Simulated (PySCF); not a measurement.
**C₇H₇FO₂S: NMR shifts at several levels of theory**

How much do the NMR shifts of C₇H₇FO₂S (`Cc1ccc(S(=O)(=O)F)cc1`) depend on the level of theory, and what does each level cost?

Programs: PySCF 2.14.0, with density-fitted response routines of our own. Each step states its level of theory. These are calculated values for one molecule in the gas phase, unless marked as measured. Atoms count from 0, in the outputs and in this text.

**1. The starting structure**

18 atoms, charge 0, multiplicity 1; geometry from: GFN2-xTB.

Bonds of the start (Å): C0–C1 1.50, C1–C2 1.39, C2–C3 1.38, C3–C4 1.38, C4–S5 1.76, S5–O6 1.42, S5–O7 1.42, S5–F8 1.65, C4–C9 1.38, C9–C10 1.38, C10–C1 1.39, C0–H11 1.09, C0–H12 1.09, C0–H13 1.09, C2–H14 1.08, C3–H15 1.08, C9–H16 1.08, C10–H17 1.08.

**2. Optimising the geometry at PBE0-D3(BJ)/def2-SVP**

What the job is given:

```
{"job": {"xc": "PBE0", "basis": "def2-SVP", "d3": "d3bj", "grid": 1, "kind": "geom"}, "charge": 0, "multiplicity": 1}
C     -4.220180    -0.282410    -0.336120
C     -2.728520    -0.201880    -0.255280
C     -1.966740    -1.330260     0.036010
C     -0.586520    -1.247260     0.115090
C      0.014930    -0.027130    -0.100990
S      1.768390     0.096020     0.009680
O      2.407650    -1.162540    -0.143190
O      2.265400     1.249630    -0.652210
F      1.857910     0.441930     1.624760
C     -0.708860     1.110910    -0.385870
C     -2.086720     1.018370    -0.462230
H     -4.555100    -1.312760    -0.416020
H     -4.663290     0.152540     0.559390
H     -4.588260     0.277790    -1.192810
H     -2.458480    -2.277680     0.198430
H      0.029390    -2.104460     0.333370
H     -0.182180     2.037210    -0.547810
H     -2.674610     1.895950    -0.685350
```

Log:

```text
step   0  E = -918.17751417  max force = 0.035635
step   1  E = -918.18111937  max force = 0.013585
step   2  E = -918.18134006  max force = 0.004993
step   3  E = -918.18159421  max force = 0.002627
step   4  E = -918.18158887  max force = 0.001798
step   5  E = -918.18162450  max force = 0.000627
step   6  E = -918.18162609  max force = 0.000759
step   7  E = -918.18162885  max force = 0.000104
optimisation converged
```

Wall time 85 s (8 threads of Arm Neoverse V1, shared host).

Along the way:

| step | energy from step 0 (eV) | largest force component (eV/Å) |
| --- | --- | --- |
| 0 | 0.0000 | 1.8324 |
| 1 | -0.0981 | 0.6986 |
| 2 | -0.1041 | 0.2568 |
| 3 | -0.1110 | 0.1351 |
| 4 | -0.1109 | 0.0925 |
| 5 | -0.1118 | 0.0322 |
| 6 | -0.1119 | 0.0390 |
| 7 | -0.1120 | 0.0053 |

Close pairs (by a distance rule), those that changed most:

| bond | before (Å) | after (Å) | change (Å) |
| --- | --- | --- | --- |
| S5–F8 | 1.654 | 1.612 | -0.042 |
| S5–O7 | 1.420 | 1.442 | +0.022 |
| S5–O6 | 1.420 | 1.441 | +0.022 |
| C4–C9 | 1.378 | 1.394 | +0.016 |
| C3–C4 | 1.377 | 1.393 | +0.015 |
| C9–H16 | 1.078 | 1.092 | +0.014 |
| C3–H15 | 1.078 | 1.092 | +0.014 |
| C10–H17 | 1.080 | 1.093 | +0.013 |

The end geometry stands in the next job.

| at the end point | value |
| --- | --- |
| point group (found at 0.08 Å tolerance) | C1 |
| rotational constants (GHz, main isotopes) | 2.569, 0.561, 0.512 |
| dipole moment (D) | 5.84 |

**3. NMR shieldings: PBE0/pcSseg-1**

What the job is given:

```
{"job": {"kind": "nmr", "xc": "PBE0", "basis": "pcSseg-1", "pop": false}, "charge": 0, "multiplicity": 1}
C     -4.229751    -0.291730    -0.337185
C     -2.735016    -0.203342    -0.265675
C     -1.958717    -1.333026     0.023200
C     -0.573555    -1.250915     0.115761
C      0.037800    -0.016018    -0.087266
S      1.784542     0.105692     0.048117
O      2.392946    -1.192572    -0.100274
O      2.264136     1.278888    -0.638612
F      1.890633     0.453509     1.618867
C     -0.702595     1.126860    -0.387526
C     -2.084738     1.021994    -0.474467
H     -4.571302    -1.332651    -0.417950
H     -4.686292     0.140232     0.568632
H     -4.623576     0.269799    -1.197251
H     -2.449095    -2.297786     0.174821
H      0.035512    -2.130987     0.330418
H     -0.191691     2.075932    -0.560189
H     -2.675030     1.910091    -0.714571
```

Method: GIAO PBE0/pcSseg-1 NMR shielding, non-relativistic, gas phase.

Log:

```text
coarse grid: 16824 points
cycle   1  E = -918.2464164990  dE =  2.534e+00  |g| = 1.207e+00  |ddm| = 4.486e+00
cycle   2  E = -917.5998049004  dE =  6.466e-01  |g| = 2.252e+00  |ddm| = 3.164e+00
cycle   3  E = -918.4963113656  dE = -8.965e-01  |g| = 2.669e-01  |ddm| = 2.388e+00
cycle   4  E = -918.5096468724  dE = -1.334e-02  |g| = 9.976e-02  |ddm| = 3.204e-01
cycle   5  E = -918.5114048718  dE = -1.758e-03  |g| = 2.748e-02  |ddm| = 8.600e-02
cycle   6  E = -918.5115896006  dE = -1.847e-04  |g| = 7.087e-03  |ddm| = 3.514e-02
cycle   7  E = -918.5116017091  dE = -1.211e-05  |g| = 2.788e-03  |ddm| = 9.505e-03
cycle   8  E = -918.5116032719  dE = -1.563e-06  |g| = 7.556e-04  |ddm| = 2.597e-03
final grid: 161832 points
cycle   9  E = -918.6059161808  dE = -3.952e-05  |g| = 1.081e-02  |ddm| = 5.127e-02
cycle  10  E = -918.6058944833  dE =  2.170e-05  |g| = 1.493e-02  |ddm| = 2.806e-02
cycle  11  E = -918.6059415588  dE = -4.708e-05  |g| = 2.792e-03  |ddm| = 1.721e-02
cycle  12  E = -918.6059430402  dE = -1.481e-06  |g| = 3.020e-04  |ddm| = 2.529e-03
cycle  13  E = -918.6059430534  dE = -1.320e-08  |g| = 1.816e-04  |ddm| = 4.963e-04
cycle  14  E = -918.6059430614  dE = -7.961e-09  |g| = 4.370e-05  |ddm| = 1.915e-04
cycle  15  E = -918.6059430618  dE = -3.997e-10  |g| = 1.887e-05  |ddm| = 5.411e-05
converged SCF energy = -918.6059430618

GIAO shielding tensors (ppm)
atom      isotropic    diamagn.    paramagn.     s11        s22        s33       span
  0 C      160.861     240.746     -79.885    141.658    153.772    187.154     45.496
  1 C       32.343     264.069    -231.726    -71.964     -6.580    175.573    247.537
  2 C       49.271     254.798    -205.526    -52.754     40.522    160.046    212.799
  3 C       50.053     251.885    -201.832    -50.669     25.185    175.644    226.312
  4 C       45.975     273.348    -227.374    -29.370     38.026    129.268    158.638
  5 S      159.329    1050.709    -891.380    -15.160    114.958    378.189    393.350
  6 O       89.701     400.463    -310.762     16.987    107.233    144.882    127.895
  7 O       89.413     400.427    -311.014     17.001    106.788    144.452    127.451
  8 F       86.241     477.945    -391.703    -27.872    -26.338    312.935    340.807
  9 C       50.502     251.734    -201.232    -50.590     26.122    175.972    226.562
 10 C       49.298     254.637    -205.339    -53.441     36.578    164.757    218.197
 11 H       29.044      26.196       2.848     24.020     28.564     34.549     10.530
 12 H       28.524      24.913       3.611     24.697     26.304     34.573      9.876
 13 H       28.700      25.233       3.467     23.804     27.882     34.414     10.610
 14 H       23.791      32.851      -9.060     19.883     23.635     27.856      7.972
 15 H       23.194      33.124      -9.930     18.683     22.585     28.314      9.631
 16 H       23.180      33.083      -9.903     18.650     22.587     28.304      9.653
 17 H       23.742      32.703      -8.961     19.704     23.447     28.074      8.369
```

It took 29 s on 8 threads of Arm Neoverse V1, shared host.

Shifts follow as δ = σ(reference) − σ, with reference shieldings (ppm) from runs at the same level and on the same kind of geometry: 1H TMS 31.27, 13C TMS 184.4, 19F CFCl3 177.2, 17O H2O 334.6, 33S CS2 496. The references are single molecules in the gas phase, so shifts against H2O, NH3, PH3, H3PO4 or CFCl3 are not on the usual liquid scales and can be off by tens of ppm. Atoms listed in one row are averaged.

| atoms | environment | σ (ppm) | δ (ppm) | δ scaled to CDCl3 |
| --- | --- | --- | --- | --- |
| C1 | substituted aromatic carbon | 32.3 | 152.1 | 147.2 |
| C4 | aromatic carbon bearing sulfur | 46.0 | 138.4 | 130.3 |
| C2, C10 | aromatic CH | 49.3 | 135.1 | 130.7 |
| C3, C9 | aromatic CH | 50.3 | 134.1 | 129.7 |
| C0 | methyl carbon on an aromatic ring | 160.9 | 23.5 | 22.4 |
| H15, H16 | hydrogen on an aromatic CH | 23.19 | 8.08 | 7.87 |
| H14, H17 | hydrogen on an aromatic CH | 23.77 | 7.50 | 7.32 |
| H11, H12, H13 | hydrogen on a methyl carbon on an aromatic ring | 28.76 | 2.51 | 2.60 |
| S5 | sulfonyl sulfur | 159 | 336 | – |
| O6, O7 | S=O oxygen | 89.6 | 245.0 | – |
| F8 | fluorine bonded to S | 86.2 | 91.0 | – |

The scaled column applies a straight-line fit of computed shieldings to shifts measured in CDCl3, with any fitted terms for Cl, Br or S neighbours, and one for carbons that bear F (root-mean-square error 0.21 ppm for H, 2.0 ppm for C).

Ring of atoms C1, C2, C3, C4, C9, C10: NICS(0) -9.2, NICS(1) -11.4, NICS(1)zz -27.2 ppm (means of both faces).

**4. Shielding tensors: PBE/pcSseg-1**

Settings changed since step 3:

```diff
@@ -1,2 +1,2 @@
-{"job": {"kind": "nmr", "xc": "PBE0", "basis": "pcSseg-1", "pop": false}, "charge": 0, "multiplicity": 1}
+{"job": {"kind": "nmr", "xc": "PBE", "basis": "pcSseg-1", "pop": false}, "charge": 0, "multiplicity": 1}
 C     -4.229751    -0.291730    -0.337185
```

Level: GIAO PBE/pcSseg-1 NMR shielding, non-relativistic, gas phase.

Log:

```text
coarse grid: 16824 points
cycle   1  E = -918.0923482430  dE =  2.228e+00  |g| = 1.382e+00  |ddm| = 4.584e+00
cycle   2  E = -916.3184769484  dE =  1.774e+00  |g| = 3.344e+00  |ddm| = 4.934e+00
cycle   3  E = -918.3696353311  dE = -2.051e+00  |g| = 5.904e-01  |ddm| = 4.249e+00
cycle   4  E = -918.4357000508  dE = -6.606e-02  |g| = 2.397e-01  |ddm| = 7.615e-01
cycle   5  E = -918.4449720711  dE = -9.272e-03  |g| = 9.400e-02  |ddm| = 2.308e-01
cycle   6  E = -918.4470466010  dE = -2.075e-03  |g| = 3.087e-02  |ddm| = 1.230e-01
cycle   7  E = -918.4472756583  dE = -2.291e-04  |g| = 1.241e-02  |ddm| = 3.956e-02
cycle   8  E = -918.4473068957  dE = -3.124e-05  |g| = 3.774e-03  |ddm| = 1.236e-02
cycle   9  E = -918.4473097714  dE = -2.876e-06  |g| = 7.269e-04  |ddm| = 3.946e-03
final grid: 161832 points
cycle  10  E = -918.5742524688  dE = -2.827e-05  |g| = 1.855e-02  |ddm| = 7.236e-02
cycle  11  E = -918.5740431150  dE =  2.094e-04  |g| = 3.614e-02  |ddm| = 6.143e-02
cycle  12  E = -918.5743207430  dE = -2.776e-04  |g| = 7.565e-03  |ddm| = 4.460e-02
cycle  13  E = -918.5743316194  dE = -1.088e-05  |g| = 9.734e-04  |ddm| = 6.712e-03
cycle  14  E = -918.5743317591  dE = -1.396e-07  |g| = 6.046e-04  |ddm| = 1.542e-03
cycle  15  E = -918.5743318480  dE = -8.892e-08  |g| = 1.432e-04  |ddm| = 6.221e-04
cycle  16  E = -918.5743318523  dE = -4.281e-09  |g| = 5.313e-05  |ddm| = 1.611e-04
cycle  17  E = -918.5743318528  dE = -5.739e-10  |g| = 1.333e-05  |ddm| = 5.447e-05
converged SCF energy = -918.5743318528

GIAO shielding tensors (ppm)
atom      isotropic    diamagn.    paramagn.     s11        s22        s33       span
  0 C      155.681     242.255     -86.574    135.397    148.140    183.506     48.109
  1 C       31.316     263.200    -231.884    -68.019     -7.554    169.521    237.540
  2 C       46.658     253.964    -207.306    -51.693     38.601    153.067    204.761
  3 C       49.441     251.621    -202.180    -46.383     25.634    169.072    215.455
  4 C       41.786     273.048    -231.261    -29.114     33.000    121.472    150.585
  5 S      157.383    1051.585    -894.201    -24.071    108.769    387.453    411.524
  6 O       75.954     401.251    -325.297      2.936     94.785    130.140    127.204
  7 O       75.674     401.213    -325.539      3.033     94.281    129.706    126.673
  8 F       62.631     478.264    -415.633    -51.806    -49.422    289.122    340.928
  9 C       49.855     251.450    -201.595    -46.362     26.485    169.441    215.803
 10 C       46.797     253.676    -206.879    -52.283     34.591    158.081    210.364
 11 H       29.047      26.479       2.569     24.333     28.652     34.157      9.824
 12 H       28.476      25.268       3.209     24.806     26.389     34.234      9.429
 13 H       28.668      25.455       3.213     24.010     27.950     34.044     10.033
 14 H       23.858      32.886      -9.028     20.257     23.434     27.884      7.627
 15 H       23.343      33.484     -10.140     19.096     22.582     28.351      9.255
 16 H       23.327      33.427     -10.100     19.063     22.579     28.339      9.276
 17 H       23.813      32.722      -8.909     20.076     23.257     28.108      8.032
```

Wall time 21 s (8 threads of Arm Neoverse V1, shared host).

In short: δ C1 148.7, C4 138.2, C2 133.3, C3 130.4, H15 7.86, H14 7.36 ppm (means over like atoms).

(Part 1 of 2 ends here.)
